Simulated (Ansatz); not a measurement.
**Molecular dynamics of Li**

Input:

```yaml
accuracy: low
crystal:
  lattice:
    - [6.98, 0.0, 0.0]
    - [0.0, 6.98, 0.0]
    - [0.0, 0.0, 6.98]
  atoms:
    - { symbol: Li, position: [0.0, 0.0, 0.0] }
    - { symbol: Li, position: [0.5, 0.0, 0.0] }
    - { symbol: Li, position: [0.0, 0.5, 0.0] }
    - { symbol: Li, position: [0.0, 0.0, 0.5] }
    - { symbol: Li, position: [0.25, 0.25, 0.25] }
    - { symbol: Li, position: [0.5, 0.5, 0.0] }
    - { symbol: Li, position: [0.5, 0.0, 0.5] }
    - { symbol: Li, position: [0.75, 0.25, 0.25] }
    - { symbol: Li, position: [0.0, 0.5, 0.5] }
    - { symbol: Li, position: [0.25, 0.75, 0.25] }
    - { symbol: Li, position: [0.25, 0.25, 0.75] }
    - { symbol: Li, position: [0.5, 0.5, 0.5] }
    - { symbol: Li, position: [0.75, 0.75, 0.25] }
    - { symbol: Li, position: [0.75, 0.25, 0.75] }
    - { symbol: Li, position: [0.25, 0.75, 0.75] }
    - { symbol: Li, position: [0.75, 0.75, 0.75] }
basis:
  ecutwfc: 420.0
kpoints:
  mp_grid: { grid: [3, 3, 3] }
hamiltonian:
  xc: pbe
scf:
  occupations: { method: fermi_dirac, width: 0.16 }
  lower_state_search: "off"
md:
  timestep: 1.5
  n_steps: 90
  ensemble: nvt_langevin
  temperature: 1800.0
  initial_velocities: maxwell_boltzmann
  seed: 825585
  friction: 0.02
```

Run as:

```bash
$ ansatz run input.yaml --threads 1 --pin off --max-ram 3072MiB --backend cpu --events-out ev --progress --plain --runs-dir out
```

It starts from a structure without forces on its atoms.

Output, in part (step lines):

```
md step     0: t =     0.00 fs  T =  1687.5 K  F+E_penalty+E_count = -3275.36261822 eV  E_kin = 3.490020 eV  (6 SCF iters)
md step     1: t =     1.50 fs  T =  1601.4 K  F+E_penalty+E_count = -3275.34865359 eV  E_kin = 3.311886 eV  (6 SCF iters)
md step     2: t =     3.00 fs  T =  1717.6 K  F+E_penalty+E_count = -3275.30771066 eV  E_kin = 3.552243 eV  (6 SCF iters)
md step     3: t =     4.50 fs  T =  1777.8 K  F+E_penalty+E_count = -3275.23988555 eV  E_kin = 3.676755 eV  (6 SCF iters)
md step     4: t =     6.00 fs  T =  1636.9 K  F+E_penalty+E_count = -3275.14870674 eV  E_kin = 3.385355 eV  (6 SCF iters)
md step     5: t =     7.50 fs  T =  1569.6 K  F+E_penalty+E_count = -3275.03557891 eV  E_kin = 3.246264 eV  (5 SCF iters)
md step     6: t =     9.00 fs  T =  1704.7 K  F+E_penalty+E_count = -3274.89654427 eV  E_kin = 3.525521 eV  (5 SCF iters)
md step     7: t =    10.50 fs  T =  1692.9 K  F+E_penalty+E_count = -3274.74030210 eV  E_kin = 3.501263 eV  (6 SCF iters)
md step     8: t =    12.00 fs  T =  1640.8 K  F+E_penalty+E_count = -3274.57586875 eV  E_kin = 3.393535 eV  (5 SCF iters)
md step     9: t =    13.50 fs  T =  1526.2 K  F+E_penalty+E_count = -3274.40267791 eV  E_kin = 3.156518 eV  (5 SCF iters)
md step    10: t =    15.00 fs  T =  1443.1 K  F+E_penalty+E_count = -3274.22862953 eV  E_kin = 2.984537 eV  (6 SCF iters)
md step    11: t =    16.50 fs  T =  1481.5 K  F+E_penalty+E_count = -3274.05777970 eV  E_kin = 3.064007 eV  (5 SCF iters)
md step    12: t =    18.00 fs  T =  1394.3 K  F+E_penalty+E_count = -3273.88832721 eV  E_kin = 2.883555 eV  (6 SCF iters)
md step    13: t =    19.50 fs  T =  1292.4 K  F+E_penalty+E_count = -3273.72722835 eV  E_kin = 2.672798 eV  (6 SCF iters)
md step    14: t =    21.00 fs  T =  1296.2 K  F+E_penalty+E_count = -3273.57806375 eV  E_kin = 2.680838 eV  (5 SCF iters)
md step    15: t =    22.50 fs  T =  1145.9 K  F+E_penalty+E_count = -3273.44005579 eV  E_kin = 2.369913 eV  (5 SCF iters)
md step    16: t =    24.00 fs  T =  1319.3 K  F+E_penalty+E_count = -3273.31163200 eV  E_kin = 2.728509 eV  (6 SCF iters)
md step    17: t =    25.50 fs  T =  1311.8 K  F+E_penalty+E_count = -3273.18439447 eV  E_kin = 2.713102 eV  (6 SCF iters)
md step    18: t =    27.00 fs  T =  1274.6 K  F+E_penalty+E_count = -3273.07254093 eV  E_kin = 2.636012 eV  (6 SCF iters)
md step    19: t =    28.50 fs  T =  1205.7 K  F+E_penalty+E_count = -3272.97828340 eV  E_kin = 2.493566 eV  (5 SCF iters)
md step    20: t =    30.00 fs  T =  1073.1 K  F+E_penalty+E_count = -3272.87928926 eV  E_kin = 2.219273 eV  (6 SCF iters)
md step    21: t =    31.50 fs  T =   918.4 K  F+E_penalty+E_count = -3272.78068002 eV  E_kin = 1.899370 eV  (5 SCF iters)
md step    22: t =    33.00 fs  T =   860.4 K  F+E_penalty+E_count = -3272.70080018 eV  E_kin = 1.779515 eV  (5 SCF iters)
md step    23: t =    34.50 fs  T =   932.9 K  F+E_penalty+E_count = -3272.64903261 eV  E_kin = 1.929313 eV  (6 SCF iters)
md step    24: t =    36.00 fs  T =   960.5 K  F+E_penalty+E_count = -3272.62671664 eV  E_kin = 1.986563 eV  (6 SCF iters)
md step    25: t =    37.50 fs  T =   916.0 K  F+E_penalty+E_count = -3272.60881671 eV  E_kin = 1.894385 eV  (6 SCF iters)
md step    26: t =    39.00 fs  T =   963.6 K  F+E_penalty+E_count = -3272.59773966 eV  E_kin = 1.992913 eV  (5 SCF iters)
md step    27: t =    40.50 fs  T =  1124.9 K  F+E_penalty+E_count = -3272.60879846 eV  E_kin = 2.326409 eV  (5 SCF iters)
md step    28: t =    42.00 fs  T =  1274.0 K  F+E_penalty+E_count = -3272.63539903 eV  E_kin = 2.634887 eV  (6 SCF iters)
md step    29: t =    43.50 fs  T =  1352.0 K  F+E_penalty+E_count = -3272.68721201 eV  E_kin = 2.796053 eV  (6 SCF iters)
md step    30: t =    45.00 fs  T =  1408.0 K  F+E_penalty+E_count = -3272.75727241 eV  E_kin = 2.911988 eV  (6 SCF iters)
md step    31: t =    46.50 fs  T =  1471.2 K  F+E_penalty+E_count = -3272.83007104 eV  E_kin = 3.042679 eV  (5 SCF iters)
md step    32: t =    48.00 fs  T =  1758.2 K  F+E_penalty+E_count = -3272.88972907 eV  E_kin = 3.636195 eV  (6 SCF iters)
md step    33: t =    49.50 fs  T =  1853.5 K  F+E_penalty+E_count = -3272.94417197 eV  E_kin = 3.833434 eV  (5 SCF iters)
md step    34: t =    51.00 fs  T =  1910.4 K  F+E_penalty+E_count = -3272.99319334 eV  E_kin = 3.951095 eV  (5 SCF iters)
md step    35: t =    52.50 fs  T =  1769.7 K  F+E_penalty+E_count = -3273.02318658 eV  E_kin = 3.660005 eV  (5 SCF iters)
md step    36: t =    54.00 fs  T =  1753.7 K  F+E_penalty+E_count = -3273.04957949 eV  E_kin = 3.626961 eV  (6 SCF iters)
md step    37: t =    55.50 fs  T =  1765.7 K  F+E_penalty+E_count = -3273.07474100 eV  E_kin = 3.651713 eV  (5 SCF iters)
md step    38: t =    57.00 fs  T =  1728.8 K  F+E_penalty+E_count = -3273.09023315 eV  E_kin = 3.575440 eV  (5 SCF iters)
md step    39: t =    58.50 fs  T =  1757.4 K  F+E_penalty+E_count = -3273.09120244 eV  E_kin = 3.634495 eV  (6 SCF iters)
md step    40: t =    60.00 fs  T =  1733.8 K  F+E_penalty+E_count = -3273.07171600 eV  E_kin = 3.585847 eV  (6 SCF iters)
md step    41: t =    61.50 fs  T =  1549.5 K  F+E_penalty+E_count = -3273.03743491 eV  E_kin = 3.204634 eV  (5 SCF iters)
md step    42: t =    63.00 fs  T =  1469.3 K  F+E_penalty+E_count = -3273.00831246 eV  E_kin = 3.038767 eV  (5 SCF iters)
md step    43: t =    64.50 fs  T =  1588.2 K  F+E_penalty+E_count = -3272.98663046 eV  E_kin = 3.284754 eV  (5 SCF iters)
md step    44: t =    66.00 fs  T =  1410.4 K  F+E_penalty+E_count = -3272.96593791 eV  E_kin = 2.916831 eV  (5 SCF iters)
md step    45: t =    67.50 fs  T =  1467.2 K  F+E_penalty+E_count = -3272.93864124 eV  E_kin = 3.034395 eV  (5 SCF iters)
md step    46: t =    69.00 fs  T =  1401.9 K  F+E_penalty+E_count = -3272.89030180 eV  E_kin = 2.899390 eV  (5 SCF iters)
md step    47: t =    70.50 fs  T =  1561.2 K  F+E_penalty+E_count = -3272.81438319 eV  E_kin = 3.228879 eV  (5 SCF iters)
md step    48: t =    72.00 fs  T =  1421.7 K  F+E_penalty+E_count = -3272.71601430 eV  E_kin = 2.940233 eV  (5 SCF iters)
md step    49: t =    73.50 fs  T =  1129.3 K  F+E_penalty+E_count = -3272.60766380 eV  E_kin = 2.335502 eV  (5 SCF iters)
md step    50: t =    75.00 fs  T =  1298.3 K  F+E_penalty+E_count = -3272.49295618 eV  E_kin = 2.685130 eV  (6 SCF iters)
md step    51: t =    76.50 fs  T =  1324.0 K  F+E_penalty+E_count = -3272.36514649 eV  E_kin = 2.738160 eV  (6 SCF iters)
md step    52: t =    78.00 fs  T =  1265.0 K  F+E_penalty+E_count = -3272.23176328 eV  E_kin = 2.616287 eV  (5 SCF iters)
md step    53: t =    79.50 fs  T =  1333.9 K  F+E_penalty+E_count = -3272.10649151 eV  E_kin = 2.758705 eV  (6 SCF iters)
md step    54: t =    81.00 fs  T =  1121.4 K  F+E_penalty+E_count = -3271.99064894 eV  E_kin = 2.319239 eV  (6 SCF iters)
md step    55: t =    82.50 fs  T =  1049.5 K  F+E_penalty+E_count = -3271.88476229 eV  E_kin = 2.170432 eV  (5 SCF iters)
md step    56: t =    84.00 fs  T =   931.4 K  F+E_penalty+E_count = -3271.79450141 eV  E_kin = 1.926288 eV  (5 SCF iters)
md step    57: t =    85.50 fs  T =   797.0 K  F+E_penalty+E_count = -3271.72699503 eV  E_kin = 1.648316 eV  (5 SCF iters)
md step    58: t =    87.00 fs  T =   931.4 K  F+E_penalty+E_count = -3271.69632124 eV  E_kin = 1.926202 eV  (5 SCF iters)
md step    59: t =    88.50 fs  T =  1100.9 K  F+E_penalty+E_count = -3271.71525720 eV  E_kin = 2.276863 eV  (6 SCF iters)
md step    60: t =    90.00 fs  T =  1144.7 K  F+E_penalty+E_count = -3271.76738527 eV  E_kin = 2.367513 eV  (6 SCF iters)
md step    61: t =    91.50 fs  T =  1539.6 K  F+E_penalty+E_count = -3271.82657160 eV  E_kin = 3.184092 eV  (5 SCF iters)
md step    62: t =    93.00 fs  T =  1575.9 K  F+E_penalty+E_count = -3271.88614668 eV  E_kin = 3.259167 eV  (6 SCF iters)
md step    63: t =    94.50 fs  T =  1704.4 K  F+E_penalty+E_count = -3271.95314961 eV  E_kin = 3.525069 eV  (6 SCF iters)
md step    64: t =    96.00 fs  T =  1895.4 K  F+E_penalty+E_count = -3272.04087550 eV  E_kin = 3.920074 eV  (6 SCF iters)
md step    65: t =    97.50 fs  T =  1951.9 K  F+E_penalty+E_count = -3272.13363917 eV  E_kin = 4.036891 eV  (5 SCF iters)
md step    66: t =    99.00 fs  T =  2006.1 K  F+E_penalty+E_count = -3272.22149470 eV  E_kin = 4.148929 eV  (5 SCF iters)
md step    67: t =   100.50 fs  T =  2095.0 K  F+E_penalty+E_count = -3272.30895836 eV  E_kin = 4.332837 eV  (5 SCF iters)
md step    68: t =   102.00 fs  T =  2067.9 K  F+E_penalty+E_count = -3272.37527632 eV  E_kin = 4.276715 eV  (5 SCF iters)
md step    69: t =   103.50 fs  T =  2273.4 K  F+E_penalty+E_count = -3272.40409632 eV  E_kin = 4.701685 eV  (5 SCF iters)
md step    70: t =   105.00 fs  T =  2350.3 K  F+E_penalty+E_count = -3272.39712386 eV  E_kin = 4.860758 eV  (6 SCF iters)
md step    71: t =   106.50 fs  T =  2308.3 K  F+E_penalty+E_count = -3272.36122567 eV  E_kin = 4.773961 eV  (5 SCF iters)
md step    72: t =   108.00 fs  T =  2017.5 K  F+E_penalty+E_count = -3272.31195143 eV  E_kin = 4.172520 eV  (5 SCF iters)
md step    73: t =   109.50 fs  T =  1670.1 K  F+E_penalty+E_count = -3272.24811104 eV  E_kin = 3.454009 eV  (5 SCF iters)
md step    74: t =   111.00 fs  T =  1637.8 K  F+E_penalty+E_count = -3272.16779227 eV  E_kin = 3.387301 eV  (5 SCF iters)
md step    75: t =   112.50 fs  T =  1835.4 K  F+E_penalty+E_count = -3272.07952593 eV  E_kin = 3.795894 eV  (6 SCF iters)
md step    76: t =   114.00 fs  T =  1753.1 K  F+E_penalty+E_count = -3271.96196265 eV  E_kin = 3.625727 eV  (6 SCF iters)
md step    77: t =   115.50 fs  T =  1648.1 K  F+E_penalty+E_count = -3271.81556803 eV  E_kin = 3.408578 eV  (6 SCF iters)
md step    78: t =   117.00 fs  T =  1626.7 K  F+E_penalty+E_count = -3271.66526676 eV  E_kin = 3.364269 eV  (5 SCF iters)
md step    79: t =   118.50 fs  T =  1475.9 K  F+E_penalty+E_count = -3271.52092733 eV  E_kin = 3.052411 eV  (5 SCF iters)
md step    80: t =   120.00 fs  T =  1379.8 K  F+E_penalty+E_count = -3271.37972553 eV  E_kin = 2.853683 eV  (6 SCF iters)
md step    81: t =   121.50 fs  T =  1358.2 K  F+E_penalty+E_count = -3271.26687931 eV  E_kin = 2.809039 eV  (5 SCF iters)
md step    82: t =   123.00 fs  T =  1432.2 K  F+E_penalty+E_count = -3271.19548068 eV  E_kin = 2.962044 eV  (5 SCF iters)
md step    83: t =   124.50 fs  T =  1481.3 K  F+E_penalty+E_count = -3271.13661844 eV  E_kin = 3.063645 eV  (5 SCF iters)
md step    84: t =   126.00 fs  T =  1515.4 K  F+E_penalty+E_count = -3271.09410346 eV  E_kin = 3.134177 eV  (5 SCF iters)
md step    85: t =   127.50 fs  T =  1463.2 K  F+E_penalty+E_count = -3271.09712283 eV  E_kin = 3.026146 eV  (5 SCF iters)
md step    86: t =   129.00 fs  T =  1315.3 K  F+E_penalty+E_count = -3271.13849703 eV  E_kin = 2.720230 eV  (5 SCF iters)
md step    87: t =   130.50 fs  T =  1320.6 K  F+E_penalty+E_count = -3271.22350631 eV  E_kin = 2.731231 eV  (5 SCF iters)
md step    88: t =   132.00 fs  T =  1361.1 K  F+E_penalty+E_count = -3271.34995567 eV  E_kin = 2.814986 eV  (5 SCF iters)
md step    89: t =   133.50 fs  T =  1430.1 K  F+E_penalty+E_count = -3271.47425593 eV  E_kin = 2.957700 eV  (6 SCF iters)
md step    90: t =   135.00 fs  T =  1256.4 K  F+E_penalty+E_count = -3271.56705067 eV  E_kin = 2.598392 eV  (6 SCF iters)
```

The run went to its last step. The mean temperature of the second half is 15 % below the set value. A run of 0.14 ps of so small a system gives no equilibrium averages. Limits of this set-up: coarse k mesh, low accuracy level.

Mean squared displacements from the first frame to the last, about the centre of mass: Li 0.80 Å².

Last frame:

```xyz
16
Lattice="6.9800 0.0000 0.0000 0.0000 6.9800 0.0000 0.0000 0.0000 6.9800" Properties=species:S:1:pos:R:3
Li -0.430 1.326 -0.568
Li 4.511 -0.556 -0.036
Li 0.786 4.079 1.304
Li 0.310 0.275 2.540
Li 2.513 2.051 1.995
Li 3.998 3.500 -0.245
Li 4.745 -0.362 3.345
Li 5.076 2.053 1.804
Li 0.069 3.292 3.842
Li 2.091 5.535 2.289
Li 2.125 1.669 5.361
Li 3.118 3.488 3.912
Li 4.808 4.879 1.440
Li 5.053 1.459 4.687
Li 1.205 5.358 6.066
Li 5.274 4.854 4.800
```

Time of the run: 18 min on 1 thread of Arm Neoverse V1, on a shared host, peak memory 0.56 GiB.
